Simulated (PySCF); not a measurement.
# GdH2O (Gd(H2O)3+): the cost of one run

Computed with PySCF 2.14.0. Level: several levels, as the steps say, no spin–orbit coupling.

3 further runs of the same task are left out: 2 for a known fault of the program, 1 that didn't finish.

### 1 Where the work starts

4 atoms, charge 3, spin multiplicity 1.

Bond lengths: Gd1–O2 2.200 Å, O2–H3 1.002 Å, O2–H4 1.002 Å. Angles: Gd1–O2–H3 128.9°, Gd1–O2–H4 128.9°, H3–O2–H4 102.2°.

Geometry (Å):

```csv
atom,x (Å),y (Å),z (Å)
Gd1,0.0000,0.0000,-0.0753
O2,0.0000,0.0000,2.1248
H3,0.7796,0.0000,2.7543
H4,-0.7796,0.0000,2.7543
```

Formal oxidation states: Gd +3. Each metal's 7 4f electrons lie in its core potential, so multiplicities, spins and levels count the valence alone. An earlier session relaxed this geometry at PBE0, Gd lcecp-1-SVP with ECP53, O def2-SVP, H def2-SVP (singlet, point group C2v).

At PBE0 on the finer grid: E = -110.847454 Eh, HOMO -28.07 eV, LUMO -20.62 eV, Mulliken charge on Gd1 +2.56 e, largest force component 0.002 eV/Å. 

Levels to run: B3LYP; TPSSh; BP86; r2SCAN; PBE0, TZVP; PBE0, SVP. Hardware: 2 threads of Intel Xeon 6975P-C (Granite Rapids), shared host.

### 2 B3LYP

File run.py (the lines that set the calculation):

```python
mol = gto.M(atom='''
Gd     0.00000     0.00000    -0.07533
O      0.00000     0.00000     2.12483
H      0.77956     0.00000     2.75426
H     -0.77956     0.00000     2.75426''',
    basis={'Gd': 'lcecp-1-SVP', 'O': 'def2-SVP', 'H': 'def2-SVP'},
    ecp={'Gd': 'lcecp-1-SVP'},
    charge=3, spin=0)
mf = dft.RKS(mol, xc='B3LYP')
mf.grids.atom_grid = (75, 302)  # f atoms: unpruned, at least (60, 302)
mf = mf.density_fit()  # fitting sets: Gd AutoAux, O def2-universal-JKFIT, H def2-universal-JKFIT
mf.conv_tol = 1e-08; mf.max_cycle = 55
mf.kernel(dm0)  # dm0: the density of the relaxed state
```

Launch:

```sh
$ OMP_NUM_THREADS=2 python run.py
```

**Question.** How long does this run take on 2 threads of Intel Xeon 6975P-C (Granite Rapids), shared host?

About 1.1 s.
